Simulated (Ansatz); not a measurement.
# Migration of Au in Si, part 2 of 2

How high is the barrier in Si when interstitial Au hops to an equivalent place? Supercell of 16 sites with charge +1; relaxed ends, then a climbing-image band.

Ansatz 0.2.0; DFT r2SCAN, scalar-relativistic, plane waves, PAW. Earlier steps stand in the parts before.

### Step 6. The band, a jump of 1.75 Å

The first end is the relaxed cell above; the second is its image under a symmetry operation of the host.

Contents of input.yaml:

```yaml
crystal:
  lattice:
    - [0.0, 5.44370238, -5.44370238]
    - [5.44370238, 5.44370238, 0.0]
    - [5.44370238, 0.0, -5.44370238]
  atoms:
    - { symbol: Si, position: [0.1486320605, 0.122489561, 0.1266169232] }
    - { symbol: Si, position: [0.1494915177, 0.6016835481, 0.1264838986] }
    - { symbol: Si, position: [0.579299655, 0.1423260105, 0.1359820235] }
    - { symbol: Si, position: [0.6553644452, 0.6340718924, 0.0760001548] }
    - { symbol: Si, position: [0.1060976769, 0.1118893317, 0.6697846643] }
    - { symbol: Si, position: [0.1396547972, 0.622978668, 0.6140318836] }
    - { symbol: Si, position: [0.6230479061, 0.1361768466, 0.6177134892] }
    - { symbol: Si, position: [0.6227882067, 0.6226671635, 0.6177174458] }
    - { symbol: Si, position: [0.2891846022, 0.7342512903, 0.2424047724] }
    - { symbol: Si, position: [0.2126585058, 0.2432238758, 0.3006073716] }
    - { symbol: Si, position: [0.7229534961, 0.7525767496, 0.2484407043] }
    - { symbol: Si, position: [0.7237386525, 0.2752875776, 0.2485161014] }
    - { symbol: Si, position: [0.2519520939, 0.739421214, 0.7561374931] }
    - { symbol: Si, position: [0.2521780658, 0.252107877, 0.7560024382] }
    - { symbol: Si, position: [0.7663916104, 0.7633773007, 0.7063212706] }
    - { symbol: Si, position: [0.7318624636, 0.252021332, 0.7635915066] }
    - { symbol: Au, position: [-0.0620968324, -0.0556100396, 0.1722258483] }
total_charge: 1
basis:
  ecutwfc: 500
  xc_grid: 3
kpoints:
  mp_grid: { grid: [2, 2, 2], shift: [0.0, 0.0, 0.0] }
hamiltonian:
  xc: r2scan
scf:
  occupations: { method: gaussian, width: 0.02 }
output:
  forces: true
neb:
  images: 5
  f_tol: 0.05
  max_iterations: 70
  order_check: false
  final_atoms:
    - { symbol: Si, position: [0.1494915177, 0.1264838986, 0.1223410355] }
    - { symbol: Si, position: [0.1060976769, 0.6697846643, 0.1122283271] }
    - { symbol: Si, position: [0.579299655, 0.1359820235, 0.142392311] }
    - { symbol: Si, position: [0.6227882067, 0.6177174458, 0.136827184] }
    - { symbol: Si, position: [0.1486320605, 0.1266169232, 0.6022614553] }
    - { symbol: Si, position: [0.1396547972, 0.6140318836, 0.6233346512] }
    - { symbol: Si, position: [0.6553644452, 0.0760001548, 0.6345635076] }
    - { symbol: Si, position: [0.6230479061, 0.6177134892, 0.6230617581] }
    - { symbol: Si, position: [0.2519520939, 0.7561374931, 0.252489199] }
    - { symbol: Si, position: [0.2126585058, 0.3006073716, 0.2435102468] }
    - { symbol: Si, position: [0.7318624636, 0.7635915066, 0.2525246977] }
    - { symbol: Si, position: [0.7229534961, 0.2484407043, 0.2760290499] }
    - { symbol: Si, position: [0.2521780658, 0.7560024382, 0.739711619] }
    - { symbol: Si, position: [0.2891846022, 0.2424047724, 0.7341593351] }
    - { symbol: Si, position: [0.7663916104, 0.7063212706, 0.7639098184] }
    - { symbol: Si, position: [0.7237386525, 0.2485161014, 0.7524576685] }
    - { symbol: Au, position: [-0.0620968324, 0.1722258483, -0.0545189763] }
```

Run with:

```console
$ ansatz run input.yaml --threads 8 --pin off --max-ram 20480MiB --backend cpu --events-out ev --progress --plain --runs-dir out
```

Standard output, cut to the lines that bear on the results:

```text
Warning: neb: disabling space-group detection — the band's intermediate images generally break the endpoint symmetry, so no spatial operation reduces the k-mesh or symmetrises the density, except that a semilocal band can use its path's symmetry ahead of convergence; time reversal is [...]
Warning: RAYON_NUM_THREADS=8 ignored (pool sized by the plan → 8); use --threads N
[...]
Pseudopotentials: kind: paw
Pseudopotential: Si, paw, valence charge 4, recommended cutoff 500 eV (meta_gga), Si.paw.azcp
Pseudopotential: Au, paw, valence charge 19, recommended cutoff 500 eV (meta_gga), Au.paw.azcp
Functional definition: r2SCAN
[...]
parallel-image band execution: 2 concurrent image workers
NEB image 0
Crystal: 17 atoms, lattice volume = 322.636 Å³
Basis set: ecut = 500 eV, 8099 PW (Γ), exchange–correlation on 180×180×180 points (27 copies of the dense FFT grid, shifted against one another)
Bands: 58, of which v1, the nominal top of the filled ones, is band 41 counted from 1 (40 counted from 0)
Symmetry: 1 space group operations
k-points: 8
[...]
SCF iter   1: F=-23388.726791 eV  HF=-23393.634250 eV  |F-HF|=4.91e0  |Δ(HF+E_count)|=         —  Δρ=2.73e-2  dr2=5.36e0  dr2_τ=3.60e-1  ethr=1.77e-3  ⟨swp⟩=7.6  Hψ=2391  notcnv=0  defer=32
[...]
NSCF: frozen V_eff on 8 k-points
NEB image 6
[...]
NSCF: frozen V_eff on 8 k-points
NEB end point (image 0): max|allowed force component| = 1.391e-2 eV/Å (the criterion of neb.relax_end_points is 1.000e-2)
NEB end point (image 6): max|allowed force component| = 1.391e-2 eV/Å (the criterion of neb.relax_end_points is 1.000e-2)
NEB image 1
[...]
NEB image 2
[...]
SCF iter   5: F=-23391.910713 eV  HF=-23391.910722 eV  |F-HF|=8.47e-6  |Δ(HF+E_count)|=   1.65e-4  Δρ=1.45e-4  dr2=8.28e-5  dr2_τ=7.80e-6  ethr=1.50e-6  ⟨swp⟩=3.0  Hψ=902  notcnv=0  defer=71
```

### Step 7. The log goes on: climbing-image band for the jump of Au by 1.75 Å

The log, continued, cut to the lines that bear on the results:

```text
SCF iter   6: F=-23391.910882 eV  HF=-23391.910882 eV  |F-HF|=2.35e-7  |Δ(HF+E_count)|=   1.60e-4  Δρ=2.86e-5  dr2=3.21e-6  dr2_τ=1.67e-7  ethr=1.01e-7  ⟨swp⟩=2.1  Hψ=720  notcnv=0  defer=71
[...]
NEB image 3
[...]
NEB image 4
[...]
NEB image 5
[...]
NEB iter   1: max|band force component| = 3.559e0 eV/Å  barrier→ = 0.8154 eV  barrier← = 0.8154 eV  Δτ_max = 0.1161 Å  (56 SCF iters)
[...]
NEB iter   7: max|band force component| = 1.023e-1 eV/Å  barrier→ = 0.2692 eV  barrier← = 0.2692 eV  CI = image 3  Δτ_max = 0.0168 Å  (35 SCF iters)
NEB iter   8: max|band force component| = 4.224e-2 eV/Å  barrier→ = 0.2672 eV  barrier← = 0.2672 eV  CI = image 3  Δτ_max = 0.0000 Å  (31 SCF iters)
NEB image 3
[...]
SCF iter   2: F=-23392.219548 eV  HF=-23392.219548 eV  |F-HF|=4.51e-10  |Δ(HF+E_count)|=   1.27e-9  Δρ=1.50e-6  dr2=6.77e-9  dr2_τ=6.48e-10  ethr=3.27e-11  ⟨swp⟩=3.8  Hψ=1185  notcnv=0
[...]
    - { symbol: Si, position: [0.6435213732937045, 0.11383736822072166, 0.6248141655343343] }
    - { symbol: Si, position: [0.6407426285852728, 0.6232044716914229, 0.623394468910848] }
    - { symbol: Si, position: [0.27324954295641507, 0.742769098198237, 0.24648697933535807] }
    - { symbol: Si, position: [0.1839666549811373, 0.27529297718961493, 0.27546329807612424] }
    - { symbol: Si, position: [0.7256901758716734, 0.7676795744512404, 0.2557032324623538] }
    - { symbol: Si, position: [0.7227169394472694, 0.25884351140825257, 0.259043584782531] }
    - { symbol: Si, position: [0.2698794880708154, 0.742958445305259, 0.7431435732868269] }
    - { symbol: Si, position: [0.2732560873805808, 0.24629450276742293, 0.742951319129915] }
    - { symbol: Si, position: [0.7744476689153228, 0.742236946028967, 0.7424459295802239] }
    - { symbol: Si, position: [0.725694189966003, 0.25550897911148984, 0.7678602605013269] }
    - { symbol: Au, position: [-0.06533750375911782, 0.029337135508954268, 0.029481060113267864] }
```

Run time: 3.1 min. Hardware: 8 threads of Intel Xeon Platinum 8259CL at 2.50GHz (Skylake/Cascade Lake), shared host; peak memory 2.5 GiB.

### Step 8. Images and barrier

Images 0 and 6 are the ends. Energies count from image 0; the path length is the program's own measure over all atoms.

```tsv
image	path (Å)	energy (eV)	Si2–Si11 (Å)	Si5–Si16 (Å)	Au17 x y z (Å)	band force (eV/Å)
0	0.000	0.0000	2.68	2.36	0.63 -0.64 -0.60	-
1	0.405	0.0580	2.69	2.38	0.53 -0.50 -0.37	0.018
2	0.810	0.2039	2.64	2.44	0.41 -0.36 -0.09	0.021
3*	1.215	0.2672	2.56	2.56	0.32 -0.20 0.20	0.042
4	1.620	0.2038	2.44	2.64	0.41 0.09 0.36	0.019
5	2.025	0.0579	2.38	2.69	0.53 0.37 0.50	0.015
6	2.430	0.0000	2.36	2.67	0.64 0.60 0.63	-
```

The star marks the climbing image.

image, energy (eV) and a bar:
```
        0      0.000 
        1      0.058 #######
        2      0.204 #######################
        3      0.267 ##############################
        4      0.204 #######################
        5      0.058 #######
        6      0.000
```

The top of the band by iteration:

```tsv
iteration	highest image above image 0 (eV)	largest band force (eV/Å)
1	0.8154	3.559
2	0.3711	0.945
3	0.3139	0.277
4	0.2887	0.080
5	0.2773	0.072
6	0.2721	0.089
7	0.2692	0.102
8	0.2672	0.042
```

The band as a trajectory file:

```xyz
17
Lattice="0.000 5.444 -5.444 5.444 5.444 0.000 5.444 0.000 -5.444" Properties=species:S:1:pos:R:3 pbc="T T T" image=0 dE=0.0000
Si    1.356    1.476   -1.498
Si    3.964    4.089   -1.502
Si    1.515    3.928   -3.894
Si    3.865    7.019   -3.981
Si    4.255    1.187   -4.224
Si    6.734    4.152   -4.103
Si    4.104    4.133   -6.754
Si    6.752    6.780   -6.753
Si    5.317    5.571   -2.894
Si    2.960    2.482   -2.794
Si    5.449    8.032   -5.288
Si    2.851    5.438   -5.293
Si    8.141    5.397   -5.488
Si    5.488    2.745   -5.488
Si    8.001    8.328   -8.017
Si    5.529    5.356   -8.141
Au    0.635   -0.641   -0.600
17
Lattice="0.000 5.444 -5.444 5.444 5.444 0.000 5.444 0.000 -5.444" Properties=species:S:1:pos:R:3 pbc="T T T" image=1 dE=0.0580
Si    1.312    1.480   -1.463
Si    3.981    4.134   -1.452
Si    1.565    3.893   -3.847
Si    3.928    6.972   -4.042
Si    4.230    1.223   -4.197
Si    6.723    4.170   -4.123
Si    4.073    4.129   -6.818
Si    6.769    6.822   -6.813
Si    5.335    5.557   -2.849
Si    2.984    2.471   -2.680
Si    5.512    8.050   -5.303
Si    2.855    5.385   -5.300
Si    8.114    5.456   -5.489
Si    5.436    2.784   -5.493
Si    8.034    8.303   -8.124
Si    5.545    5.354   -8.151
Au    0.525   -0.503   -0.366
17
Lattice="0.000 5.444 -5.444 5.444 5.444 0.000 5.444 0.000 -5.444" Properties=species:S:1:pos:R:3 pbc="T T T" image=2 dE=0.2039
Si    1.294    1.451   -1.429
Si    4.030    4.165   -1.409
Si    1.613    3.860   -3.815
Si    3.983    6.931   -4.092
Si    4.181    1.281   -4.185
Si    6.725    4.174   -4.142
Si    4.044    4.125   -6.869
Si    6.780    6.858   -6.857
Si    5.359    5.546   -2.827
Si    2.997    2.476   -2.581
Si    5.553    8.085   -5.320
Si    2.840    5.356   -5.321
Si    8.095    5.491   -5.501
Si    5.407    2.814   -5.509
Si    8.064    8.277   -8.205
Si    5.555    5.354   -8.154
Au    0.410   -0.360   -0.093
17
Lattice="0.000 5.444 -5.444 5.444 5.444 0.000 5.444 0.000 -5.444" Properties=species:S:1:pos:R:3 pbc="T T T" image=3 dE=0.2672
Si    1.290    1.404   -1.405
Si    4.105    4.181   -1.363
Si    1.652    3.822   -3.823
Si    4.021    6.903   -4.124
Si    4.105    1.362   -4.182
Si    6.732    4.168   -4.169
Si    4.021    4.123   -6.904
Si    6.786    6.881   -6.882
Si    5.385    5.531   -2.829
Si    2.998    2.500   -2.501
Si    5.571    8.129   -5.342
Si    2.819    5.343   -5.344
Si    8.090    5.514   -5.515
Si    5.385    2.828   -5.532
Si    8.082    8.256   -8.258
Si    5.571    5.341   -8.130
Au    0.320   -0.196    0.195
17
Lattice="0.000 5.444 -5.444 5.444 5.444 0.000 5.444 0.000 -5.444" Properties=species:S:1:pos:R:3 pbc="T T T" image=4 dE=0.2038
Si    1.295    1.428   -1.453
Si    4.182    4.184   -1.282
Si    1.613    3.814   -3.861
Si    4.045    6.869   -4.126
Si    4.030    1.408   -4.166
Si    6.725    4.142   -4.176
Si    3.983    4.091   -6.932
Si    6.780    6.856   -6.859
Si    5.407    5.509   -2.815
Si    2.998    2.581   -2.478
Si    5.555    8.154   -5.355
Si    2.841    5.320   -5.357
Si    8.095    5.500   -5.493
Si    5.360    2.827   -5.547
Si    8.065    8.204   -8.278
Si    5.554    5.319   -8.087
Au    0.411    0.092    0.358
17
Lattice="0.000 5.444 -5.444 5.444 5.444 0.000 5.444 0.000 -5.444" Properties=species:S:1:pos:R:3 pbc="T T T" image=5 dE=0.0579
Si    1.313    1.463   -1.481
Si    4.232    4.196   -1.225
Si    1.567    3.847   -3.895
Si    4.074    6.818   -4.130
Si    3.982    1.452   -4.136
Si    6.725    4.123   -4.172
Si    3.930    4.041   -6.974
Si    6.771    6.813   -6.824
Si    5.438    5.492   -2.786
Si    2.986    2.679   -2.472
Si    5.546    8.151   -5.356
Si    2.857    5.300   -5.387
Si    8.115    5.488   -5.458
Si    5.337    2.849   -5.559
Si    8.035    8.124   -8.305
Si    5.513    5.302   -8.051
Au    0.527    0.366    0.502
17
Lattice="0.000 5.444 -5.444 5.444 5.444 0.000 5.444 0.000 -5.444" Properties=species:S:1:pos:R:3 pbc="T T T" image=6 dE=0.0000
Si    1.355    1.502   -1.480
Si    4.257    4.224   -1.189
Si    1.515    3.894   -3.929
Si    4.108    6.753   -4.135
Si    3.968    1.498   -4.088
Si    6.736    4.103   -4.153
Si    3.868    3.981   -7.022
Si    6.754    6.754   -6.783
Si    5.491    5.488   -2.746
Si    2.962    2.794   -2.483
Si    5.531    8.141   -5.359
Si    2.855    5.288   -5.438
Si    8.142    5.488   -5.400
Si    5.316    2.894   -5.571
Si    8.004    8.017   -8.331
Si    5.449    5.293   -8.036
Au    0.641    0.600    0.635
```

### Step 9. Summary of results

This closing draws on all 2 parts. Changes of volume or cell count from the first structure of part 1.

| quantity | value |
| --- | --- |
| relaxed cell (conventional) | a = 5.444 Å, b = 5.444 Å, c = 5.444 Å, α = 90.00°, β = 90.00°, γ = 90.00° |
| space group (0.01 Å) | Fd-3m (No. 227) |
| volume | 20.16 Å³/atom |
| barrier forwards | 0.27 eV |
| barrier backwards | 0.27 eV |
| second end relative to first | 0.000 eV |
| highest image | 3 of 0 to 6, climbing |
| band iterations | 8 |
| neighbours of Au at the start; at the top | 2 Si at 2.41 Å, 2 Si at 2.42 Å, 1 Si at 2.48 Å, 1 Si at 2.54 Å, 1 Si at 3.16 Å; 1 Si at 2.42 Å, 1 Si at 2.46 Å, 1 Si at 2.50 Å, 2 Si at 2.51 Å, 2 Si at 2.57 Å, 2 Si at 3.06 Å, 1 Si at 3.14 Å |

The volume hardly moved (+0.0 %). Along this path the system climbs 0.27 eV from the first end (10 kT at 300 K); with a typical attempt rate of 10^13 per second that is roughly 10^9 events a second. The ends differ by 1 meV at most. The input switches the test of curvatures off, so the top was not shown to be a first-order saddle. The small cell leaves errors of about a tenth of an eV. Spin-orbit coupling is left out, which matters for the bands of Au.
